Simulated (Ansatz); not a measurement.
# BClF2: molecular dynamics

Aim: follow the molecule's vibrations and see whether its bonds hold. The start is relaxed first. Runs: 150 steps of 1 fs at constant energy (fourth-order Milne integrator), with velocities drawn for 500 K; 150 steps of 1 fs at constant energy, with velocities drawn for 1500 K. SMILES of the start: FB(F)Cl.

Program: Ansatz 0.2.0. Level of theory: RKS PBE0/def2-SVP. These are calculated values, not measurements.

### 1 The starting structure

Bond lengths: B1–Cl2 1.860 Å, B1–F3 1.320 Å, B1–F4 1.320 Å. Angles: Cl2–B1–F3 120.0°, Cl2–B1–F4 120.0°, F3–B1–F4 120.0°.

As a file:

```xyz
4

B     0.0000    0.0000    0.0000
Cl    0.0000    0.0000    1.8600
F     1.1431    0.0000   -0.6600
F    -1.1431    0.0000   -0.6600
```

### 2 Relaxing the start

Input file input.yaml:

```yaml
crystal:
  periodic: [false, false, false]
  atoms:
    - { symbol: B, position_ang: [0.0, 0.0, 0.0] }
    - { symbol: Cl, position_ang: [0.0, 0.0, 1.86] }
    - { symbol: F, position_ang: [1.1431, 0.0, -0.66] }
    - { symbol: F, position_ang: [-1.1431, 0.0, -0.66] }
basis:
  gaussian: { orbitals: def2-SVP }
hamiltonian:
  xc: pbe0
relax:
  f_tol: 0.02
  max_steps: 40
```

Run with:

```console
$ ansatz run input.yaml --threads 1 --pin off --max-ram 2048MiB --backend cpu --events-out ev --progress --plain --runs-dir out
```

Standard output, cut to the lines that bear on the results:

```text
Warning: RAYON_NUM_THREADS=1 ignored (pool sized by the plan → 1); use --threads N
[...]
Functional definition: PBE0
[...]
614 factors; integrals over basis functions are off by at most 3.9e-4 eV
[...]
mean field -18618.11139692 eV, -684.2029740277 hartree, gradient 1.6e-5 eV, S^2 0.000000; 0 other end points of the search recorded, 0 dependent functions left out
[...]
reference -18618.11141453 eV, -684.2029746747 hartree; 20, 20 occupied and 40, 40 virtual orbitals, 614 factors
relax step   1: F+E_penalty+E_count = -18618.11139692 eV  Δ(F+E_penalty+E_count) = +0.000e0 eV  max|allowed force component| = 2.327e0 eV/Å  Δτ_max = 0.0000 Å  (26 SCF iters, accepted)
[...]
relax step   5: F+E_penalty+E_count = -18618.26771055 eV  Δ(F+E_penalty+E_count) = -9.599e-4 eV  max|allowed force component| = 1.212e-1 eV/Å  Δτ_max = 0.0028 Å  (24 SCF iters, accepted)
[...]
relax step   6: F+E_penalty+E_count = -18618.26848349 eV  Δ(F+E_penalty+E_count) = -7.729e-4 eV  max|allowed force component| = 3.589e-3 eV/Å  Δτ_max = 0.0056 Å  (31 SCF iters, accepted)
614 factors; integrals over basis functions are off by at most 3.7e-4 eV
[...]
mean field -18618.26848349 eV, -684.2087468526 hartree, gradient 1.4e-5 eV, S^2 0.000000; 1 other end points of the search recorded, 0 dependent functions left out
[...]
reference -18618.26850092 eV, -684.2087474932 hartree; 20, 20 occupied and 40, 40 virtual orbitals, 614 factors
Total energy: -18618.26850092 eV, -684.2087474932 hartree
Atom 0 at    -0.000000    -0.000000     0.031388 Å, force    -0.000000     0.000000    -0.003589 eV/Å
Atom 1 at     0.000000     0.000000     1.774096 Å, force     0.000000    -0.000000     0.001873 eV/Å
Atom 2 at     1.129381     0.000000    -0.632742 Å, force     0.002171    -0.000000     0.000858 eV/Å
Atom 3 at    -1.129381     0.000000    -0.632742 Å, force    -0.002171    -0.000000     0.000858 eV/Å
Dipole moment:    -0.000000    -0.000000     0.040457 e Å
```

Run time: 9.9 s. Hardware: 1 thread of Arm Neoverse V1, shared host; peak memory 0.11 GiB.

Step by step:

| step | energy from step 1 (eV) | largest force component (eV/Å) |
| --- | --- | --- |
| 1 | 0.0000 | 2.3270 |
| 2 | -0.1247 | 1.1579 |
| 3 | -0.1554 | 0.1736 |
| 4x | -0.1548 | 0.3251 |
| 5 | -0.1563 | 0.1212 |
| 6 | -0.1571 | 0.0036 |

Step 1 is the start. 1 step was tried and not accepted (marked x).

After: Bond lengths: B1–Cl2 1.743 Å, B1–F3 1.310 Å, B1–F4 1.310 Å. Angles: Cl2–B1–F3 120.5°, Cl2–B1–F4 120.5°, F3–B1–F4 119.1°.

### 3 Run 1

150 steps of 1 fs at constant energy (fourth-order milne integrator), with velocities drawn for 500 K, from the relaxed start.

Input file input.yaml:

```yaml
crystal:
  periodic: [false, false, false]
  atoms:
    - { symbol: B, position_ang: [0.0, 0.0, 0.031388] }
    - { symbol: Cl, position_ang: [0.0, 0.0, 1.774096] }
    - { symbol: F, position_ang: [1.129381, 0.0, -0.632742] }
    - { symbol: F, position_ang: [-1.129381, 0.0, -0.632742] }
basis:
  gaussian: { orbitals: def2-SVP }
hamiltonian:
  xc: pbe0
md:
  timestep: 1.0
  n_steps: 150
  ensemble: nve_milne
  temperature: 500.0
  initial_velocities: maxwell_boltzmann
  seed: 523891
```

Run with:

```console
$ ansatz run input.yaml --threads 1 --pin off --max-ram 2048MiB --backend cpu --events-out ev --progress --plain --runs-dir out
```

Standard output, cut to the lines that bear on the results:

```text
Warning: RAYON_NUM_THREADS=1 ignored (pool sized by the plan → 1); use --threads N
[...]
[... 1 set-up line as earlier in the session ...]
[...]
614 factors; integrals over basis functions are off by at most 4.8e-4 eV
[...]
mean field -18618.26848711 eV, -684.2087469855 hartree, gradient 8.4e-6 eV, S^2 0.000000; 0 other end points of the search recorded, 0 dependent functions left out
[...]
reference -18618.26850454 eV, -684.2087476261 hartree; 20, 20 occupied and 40, 40 virtual orbitals, 614 factors
md step     0: t =     0.00 fs  T =   500.0 K  F+E_penalty+E_count = -18618.26848711 eV  E_kin = 0.129260 eV  conserved = -18618.13922711 eV  (26 SCF iters)
[...]
md step    19: t =    19.00 fs  T =   144.1 K  F+E_penalty+E_count = -18618.17648764 eV  E_kin = 0.037250 eV  conserved = -18618.13923722 eV  (23 SCF iters)
[...]
md step    38: t =    38.00 fs  T =   167.2 K  F+E_penalty+E_count = -18618.18246282 eV  E_kin = 0.043219 eV  conserved = -18618.13924382 eV  (31 SCF iters)
[...]
md step    57: t =    57.00 fs  T =   268.4 K  F+E_penalty+E_count = -18618.20861761 eV  E_kin = 0.069391 eV  conserved = -18618.13922648 eV  (31 SCF iters)
[...]
md step    74: t =    74.00 fs  T =   201.9 K  F+E_penalty+E_count = -18618.19142540 eV  E_kin = 0.052183 eV  conserved = -18618.13924234 eV  (23 SCF iters)
md step    75: t =    75.00 fs  T =   206.4 K  F+E_penalty+E_count = -18618.19260031 eV  E_kin = 0.053358 eV  conserved = -18618.13924225 eV  (30 SCF iters)
```

### 4 The log goes on: dynamics from the start

The log, continued, cut to the lines that bear on the results:

```text
md step    76: t =    76.00 fs  T =   222.3 K  F+E_penalty+E_count = -18618.19672498 eV  E_kin = 0.057478 eV  conserved = -18618.13924737 eV  (31 SCF iters)
[...]
md step    94: t =    94.00 fs  T =   359.1 K  F+E_penalty+E_count = -18618.23206482 eV  E_kin = 0.092832 eV  conserved = -18618.13923320 eV  (31 SCF iters)
[...]
md step   112: t =   112.00 fs  T =   233.9 K  F+E_penalty+E_count = -18618.19969884 eV  E_kin = 0.060471 eV  conserved = -18618.13922769 eV  (30 SCF iters)
[...]
md step   130: t =   130.00 fs  T =    78.5 K  F+E_penalty+E_count = -18618.15954779 eV  E_kin = 0.020301 eV  conserved = -18618.13924664 eV  (24 SCF iters)
[...]
md step   148: t =   148.00 fs  T =   358.0 K  F+E_penalty+E_count = -18618.23179596 eV  E_kin = 0.092548 eV  conserved = -18618.13924779 eV  (31 SCF iters)
[...]
md step   149: t =   149.00 fs  T =   303.6 K  F+E_penalty+E_count = -18618.21770915 eV  E_kin = 0.078479 eV  conserved = -18618.13923005 eV  (31 SCF iters)
[...]
md step   150: t =   150.00 fs  T =   246.0 K  F+E_penalty+E_count = -18618.20282660 eV  E_kin = 0.063588 eV  conserved = -18618.13923823 eV  (25 SCF iters)
Total energy: -18618.20284395 eV, -684.2063346441 hartree
Atom 0 at     0.002552     0.026146     0.005075 Å, force    -1.389878    -0.392711     0.519344 eV/Å
Atom 1 at     0.013170    -0.003366     1.780425 Å, force    -0.123582     0.110226    -0.711733 eV/Å
Atom 2 at     1.148134    -0.004494    -0.612863 Å, force    -0.110743     0.124508    -0.422048 eV/Å
Atom 3 at    -1.174162    -0.004102    -0.649459 Å, force     1.624203     0.157977     0.614437 eV/Å
Dipole moment:     0.033336     0.021932    -0.003566 e Å
```

It took 3.6 min on 1 thread of Arm Neoverse V1, shared host; peak memory 0.1 GiB.

### 5 What the atoms did

One step in 8; energies are changes from step 0:

| time (fs) | T (K) | potential energy change (meV/atom) | total energy change (meV/atom) |
| --- | --- | --- | --- |
| 0.0 | 500 | 0.0 | 0.00 |
| 8.0 | 236 | 17.1 | 0.00 |
| 16.0 | 99 | 25.9 | 0.00 |
| 24.0 | 289 | 13.6 | -0.01 |
| 32.0 | 198 | 19.5 | 0.00 |
| 40.0 | 199 | 19.4 | 0.00 |
| 48.0 | 412 | 5.7 | -0.01 |
| 56.0 | 298 | 13.0 | 0.00 |
| 64.0 | 112 | 25.1 | 0.00 |
| 72.0 | 231 | 17.4 | -0.01 |
| 80.0 | 246 | 16.4 | 0.00 |
| 88.0 | 279 | 14.3 | 0.00 |
| 96.0 | 331 | 10.9 | 0.00 |
| 104.0 | 221 | 18.0 | 0.00 |
| 112.0 | 234 | 17.2 | 0.00 |
| 120.0 | 236 | 17.1 | 0.00 |
| 128.0 | 126 | 24.2 | 0.00 |
| 136.0 | 310 | 12.3 | 0.00 |
| 144.0 | 415 | 5.5 | 0.00 |
| 150.0 | 246 | 16.4 | 0.00 |

time (fs), T (K) and a bar:
```
      0.0        500 ##############################
      7.0        249 ############
     13.0        166 ######
     20.0        185 ########
     26.0        246 ############
     33.0        210 #########
     39.0        173 #######
     46.0        454 ###########################
     52.0        323 #################
     59.0        182 #######
     65.0        149 #####
     72.0        231 ###########
     78.0        258 #############
     85.0        149 #####
     91.0        388 ######################
     98.0        335 ##################
    104.0        221 ##########
    111.0        201 #########
    117.0        246 ############
    124.0        280 ##############
    130.0         79 
    137.0        324 #################
    143.0        391 ######################
    150.0        246 ############
```

Maxima of the velocity power spectrum (cm⁻¹, relative height; resolution about 440 cm⁻¹): 390 (94), 670 (100), 1500 (50).

### 6 Positions and forces

Extended XYZ, with forces in eV/Å:

```xyz
4
time_fs=19.0 T=144 dE=0.0920
B     0.062   -0.022    0.015   -1.779    0.329    0.492
Cl   -0.031    0.002    1.803    0.524   -0.093   -1.101
F     1.145    0.004   -0.706    0.210   -0.107    0.334
F    -1.123    0.005   -0.605    1.044   -0.129    0.275
4
time_fs=38.0 T=167 dE=0.0860
B     0.049    0.027    0.060   -1.862   -0.363   -0.670
Cl   -0.021   -0.003    1.763    0.343    0.097    1.029
F     1.106   -0.006   -0.662    1.647    0.114   -0.392
F    -1.095   -0.005   -0.599   -0.127    0.153    0.032
4
time_fs=56.0 T=298 dE=0.0521
B    -0.022   -0.002    0.007    0.320    0.040    0.266
Cl    0.015    0.000    1.774   -0.239   -0.010   -0.499
F     1.160   -0.001   -0.600   -1.117   -0.013   -0.060
F    -1.174    0.002   -0.650    1.036   -0.016    0.292
4
time_fs=75.0 T=206 dE=0.0759
B    -0.064   -0.021    0.034    2.083    0.284    0.247
Cl    0.031    0.001    1.762   -0.526   -0.081    0.486
F     1.112    0.004   -0.573   -0.346   -0.116   -0.301
F    -1.134    0.006   -0.671   -1.211   -0.086   -0.432
4
time_fs=94.0 T=359 dE=0.0364
B    -0.025    0.027    0.039    1.605   -0.380    0.001
Cl    0.006   -0.003    1.789   -0.118    0.107   -0.287
F     1.114   -0.006   -0.645   -0.394    0.154    0.511
F    -1.111   -0.004   -0.653   -1.093    0.119   -0.226
4
time_fs=112.0 T=234 dE=0.0688
B     0.042   -0.006    0.014   -0.706    0.093    0.189
Cl   -0.024   -0.001    1.800    0.417   -0.025   -1.056
F     1.157    0.002   -0.698   -0.685   -0.034    0.689
F    -1.136    0.002   -0.606    0.974   -0.034    0.177
4
time_fs=131.0 T=93 dE=0.1052
B     0.054   -0.020    0.052   -2.121    0.263   -0.347
Cl   -0.021    0.001    1.746    0.402   -0.073    1.478
F     1.115    0.005   -0.651    1.807   -0.079   -0.782
F    -1.106    0.005   -0.573   -0.087   -0.112   -0.349
4
time_fs=150.0 T=246 dE=0.0657
B     0.003    0.026    0.005   -1.390   -0.393    0.519
Cl    0.013   -0.003    1.780   -0.124    0.110   -0.712
F     1.148   -0.004   -0.613   -0.111    0.124   -0.422
F    -1.174   -0.004   -0.649    1.624    0.158    0.614
```

Reading of run 1. The temperature starts at 500 K and averages 261 K in the second half, where it ranges from 79 to 429 K; a mean near half the start is what vibrations about a minimum give, since they share energy equally between motion and strain. The total energy strays from its start by at most 0.02 meV/atom, under 0.1 % of the mean kinetic energy, which is good for a step of 1 fs. No bond forms or breaks.

### 7 Run 2

150 steps of 1 fs at constant energy, with velocities drawn for 1500 K, starting from the last frame of an earlier run, with new velocities.

Input file input.yaml:

```yaml
crystal:
  periodic: [false, false, false]
  atoms:
    - { symbol: B, position_ang: [0.002552, 0.026146, 0.005075] }
    - { symbol: Cl, position_ang: [0.01317, -0.003366, 1.780425] }
    - { symbol: F, position_ang: [1.148134, -0.004494, -0.612863] }
    - { symbol: F, position_ang: [-1.174162, -0.004102, -0.649459] }
basis:
  gaussian: { orbitals: def2-SVP }
hamiltonian:
  xc: pbe0
md:
  timestep: 1.0
  n_steps: 150
  ensemble: nve
  temperature: 1500.0
  initial_velocities: maxwell_boltzmann
  seed: 666225
```

Run with:

```console
$ ansatz run input.yaml --threads 1 --pin off --max-ram 2048MiB --backend cpu --events-out ev --progress --plain --runs-dir out
```

Standard output, cut to the lines that bear on the results:

```text
Warning: RAYON_NUM_THREADS=1 ignored (pool sized by the plan → 1); use --threads N
[...]
[... 1 set-up line as earlier in the session ...]
[...]
616 factors; integrals over basis functions are off by at most 3.8e-4 eV
[...]
mean field -18618.20282982 eV, -684.2063341248 hartree, gradient 6.1e-5 eV, S^2 0.000000; 0 other end points of the search recorded, 0 dependent functions left out
[...]
reference -18618.20284721 eV, -684.2063347637 hartree; 20, 20 occupied and 40, 40 virtual orbitals, 616 factors
md step     0: t =     0.00 fs  T =  1500.0 K  F+E_penalty+E_count = -18618.20282982 eV  E_kin = 0.387780 eV  conserved = -18617.81504982 eV  (24 SCF iters)
[...]
md step    19: t =    19.00 fs  T =   157.7 K  F+E_penalty+E_count = -18617.85319905 eV  E_kin = 0.040762 eV  conserved = -18617.81243715 eV  (31 SCF iters)
[...]
md step    38: t =    38.00 fs  T =   836.6 K  F+E_penalty+E_count = -18618.02975754 eV  E_kin = 0.216281 eV  conserved = -18617.81347604 eV  (30 SCF iters)
[...]
md step    57: t =    57.00 fs  T =  1119.5 K  F+E_penalty+E_count = -18618.10426581 eV  E_kin = 0.289414 eV  conserved = -18617.81485184 eV  (30 SCF iters)
[...]
md step    74: t =    74.00 fs  T =   880.9 K  F+E_penalty+E_count = -18618.04152209 eV  E_kin = 0.227731 eV  conserved = -18617.81379082 eV  (30 SCF iters)
md step    75: t =    75.00 fs  T =   930.5 K  F+E_penalty+E_count = -18618.05418368 eV  E_kin = 0.240565 eV  conserved = -18617.81361832 eV  (30 SCF iters)
```

### 8 The output, continued: dynamics from the last frame of an earlier run

The log, continued, cut to the lines that bear on the results:

```text
md step    76: t =    76.00 fs  T =   997.6 K  F+E_penalty+E_count = -18618.07146075 eV  E_kin = 0.257895 eV  conserved = -18617.81356547 eV  (30 SCF iters)
[...]
md step    94: t =    94.00 fs  T =   419.8 K  F+E_penalty+E_count = -18617.92183579 eV  E_kin = 0.108518 eV  conserved = -18617.81331787 eV  (30 SCF iters)
[...]
md step   112: t =   112.00 fs  T =  1389.3 K  F+E_penalty+E_count = -18618.17462587 eV  E_kin = 0.359155 eV  conserved = -18617.81547103 eV  (30 SCF iters)
[...]
md step   130: t =   130.00 fs  T =   666.1 K  F+E_penalty+E_count = -18617.98626371 eV  E_kin = 0.172210 eV  conserved = -18617.81405391 eV  (30 SCF iters)
[...]
md step   148: t =   148.00 fs  T =   754.9 K  F+E_penalty+E_count = -18618.00854487 eV  E_kin = 0.195159 eV  conserved = -18617.81338568 eV  (30 SCF iters)
[...]
md step   149: t =   149.00 fs  T =   789.5 K  F+E_penalty+E_count = -18618.01751199 eV  E_kin = 0.204114 eV  conserved = -18617.81339791 eV  (30 SCF iters)
[...]
md step   150: t =   150.00 fs  T =   851.9 K  F+E_penalty+E_count = -18618.03381108 eV  E_kin = 0.220239 eV  conserved = -18617.81357209 eV  (25 SCF iters)
Total energy: -18618.03382859 eV, -684.2001234439 hartree
Atom 0 at     0.013960     0.103880     0.079686 Å, force    -0.392239    -1.766209    -3.099683 eV/Å
Atom 1 at    -0.007570    -0.003569     1.793805 Å, force     0.082323     0.373014     0.235701 eV/Å
Atom 2 at     1.137121    -0.029343    -0.670457 Å, force    -1.228339     0.688943     1.415247 eV/Å
Atom 3 at    -1.130940    -0.023105    -0.659284 Å, force     1.538254     0.704253     1.448735 eV/Å
Dipole moment:     0.015953     0.089663     0.184333 e Å
```

Run time: 3.6 min. Hardware: 1 thread of Arm Neoverse V1, shared host; peak memory 0.1 GiB.

### 9 The trajectory

The trajectory, every 8 steps (energies from step 0):

| time (fs) | T (K) | potential energy change (meV/atom) | total energy change (meV/atom) |
| --- | --- | --- | --- |
| 0.0 | 1500 | 0.0 | 0.00 |
| 8.0 | 842 | 43.0 | 0.50 |
| 16.0 | 206 | 84.2 | 0.59 |
| 24.0 | 1175 | 20.9 | -0.12 |
| 32.0 | 1320 | 11.7 | 0.07 |
| 40.0 | 553 | 61.7 | 0.48 |
| 48.0 | 855 | 41.9 | 0.19 |
| 56.0 | 1078 | 27.4 | 0.17 |
| 64.0 | 749 | 48.8 | 0.29 |
| 72.0 | 800 | 45.5 | 0.28 |
| 80.0 | 1272 | 14.7 | -0.01 |
| 88.0 | 932 | 36.8 | 0.15 |
| 96.0 | 240 | 82.0 | 0.57 |
| 104.0 | 1286 | 13.6 | -0.20 |
| 112.0 | 1389 | 7.1 | -0.11 |
| 120.0 | 557 | 61.5 | 0.58 |
| 128.0 | 894 | 39.2 | 0.00 |
| 136.0 | 810 | 44.7 | 0.12 |
| 144.0 | 829 | 43.7 | 0.30 |
| 150.0 | 852 | 42.3 | 0.37 |

time (fs), T (K) and a bar:
```
      0.0       1500 ##############################
      7.0        811 #############
     13.0        825 #############
     20.0        330 #
     26.0       1199 ######################
     33.0       1400 ###########################
     39.0        678 #########
     46.0        654 #########
     52.0        940 ################
     59.0       1054 ###################
     65.0        739 ###########
     72.0        800 ############
     78.0       1176 ######################
     85.0        832 #############
     91.0        840 #############
     98.0        305 
    104.0       1286 #########################
    111.0       1171 ######################
    117.0       1071 ###################
    124.0        694 ##########
    130.0        666 #########
    137.0        933 ################
    143.0        865 ##############
    150.0        852 ##############
```

Maxima of the velocity power spectrum (cm⁻¹, relative height; resolution about 440 cm⁻¹): 560 (100), 1390 (64).

### 10 Positions and forces

Extended XYZ, with forces in eV/Å:

```xyz
4
time_fs=19.0 T=158 dE=0.3496
B     0.057   -0.125    0.073   -3.101    1.722   -2.968
Cl   -0.010    0.007    1.707    0.208   -0.322    3.528
F     1.140    0.025   -0.600    1.040   -0.539   -0.865
F    -1.153    0.033   -0.564    1.854   -0.861    0.305
4
time_fs=38.0 T=837 dE=0.1731
B     0.064    0.094    0.009   -2.995   -1.481    0.314
Cl   -0.018   -0.009    1.804    0.396    0.408   -1.305
F     1.154   -0.020   -0.683    0.169    0.439    0.068
F    -1.158   -0.016   -0.625    2.430    0.634    0.923
4
time_fs=56.0 T=1078 dE=0.1097
B    -0.018    0.009    0.024    1.891   -0.120    2.002
Cl    0.001   -0.001    1.822   -0.055    0.039   -1.291
F     1.073   -0.007   -0.679    1.289    0.037    0.209
F    -1.065    0.004   -0.671   -3.126    0.044   -0.919
4
time_fs=75.0 T=931 dE=0.1486
B    -0.069   -0.110    0.034    3.549    1.559    0.075
Cl    0.020    0.010    1.769   -0.395   -0.433    0.114
F     1.131    0.020   -0.602   -1.587   -0.717    0.528
F    -1.129    0.024   -0.656   -1.567   -0.408   -0.717
4
time_fs=94.0 T=420 dE=0.2810
B    -0.043    0.112    0.035    1.790   -1.834   -1.857
Cl    0.012   -0.005    1.730   -0.233    0.394    1.258
F     1.204   -0.031   -0.574   -2.975    0.793    0.467
F    -1.202   -0.022   -0.611    1.418    0.646    0.132
4
time_fs=112.0 T=1389 dE=0.0282
B     0.035   -0.012    0.027   -2.098    0.132    1.388
Cl   -0.012    0.004    1.756    0.224   -0.041    0.608
F     1.107   -0.002   -0.630    2.573   -0.039   -1.407
F    -1.104    0.001   -0.598   -0.700   -0.052   -0.589
4
time_fs=131.0 T=529 dE=0.2529
B     0.068   -0.084   -0.011   -3.612    1.135    2.316
Cl   -0.024    0.011    1.844    0.445   -0.385   -2.235
F     1.106    0.009   -0.716    2.452   -0.258   -0.754
F    -1.100    0.017   -0.656    0.714   -0.492    0.672
4
time_fs=150.0 T=852 dE=0.1690
B     0.014    0.104    0.080   -0.392   -1.766   -3.100
Cl   -0.008   -0.004    1.794    0.082    0.373    0.236
F     1.137   -0.029   -0.670   -1.228    0.689    1.415
F    -1.131   -0.023   -0.659    1.538    0.704    1.449
```

On run 2: The temperature starts at 1500 K and averages 866 K in the second half, where it ranges from 238 to 1559 K. The total energy strays from its start by at most 0.79 meV/atom, 1.4 % of the mean kinetic energy, which is good for a step of 1 fs. The bonding pattern survives the run.

### 11 What came out

| quantity | value |
| --- | --- |
| relaxation of the start | 4 moves, 0.157 eV lower |
| run 1: length | 150 steps of 1 fs |
| run 1: temperature, first and last step | 500 and 246 K |
| run 1: temperature, second half | mean 261 K, from 79 to 429 K |
| run 1: potential energy, second half | +15 meV/atom from this run's first step |
| run 1: largest change of the total energy | 0.02 meV/atom |
| run 1: bonds formed or broken | 0 |
| run 2: length | 150 steps of 1 fs |
| run 2: temperature, first and last step | 1500 and 852 K |
| run 2: temperature, second half | mean 866 K, from 238 to 1559 K |
| run 2: potential energy, second half | +41 meV/atom from this run's first step |
| run 2: largest change of the total energy | 0.79 meV/atom |
| run 2: bonds formed or broken | 0 |

Mean temperatures of the second halves: 261 K, 866 K. No bond formed or broke in any run. 150 fs on 4 atoms is far too short and small for converged averages.
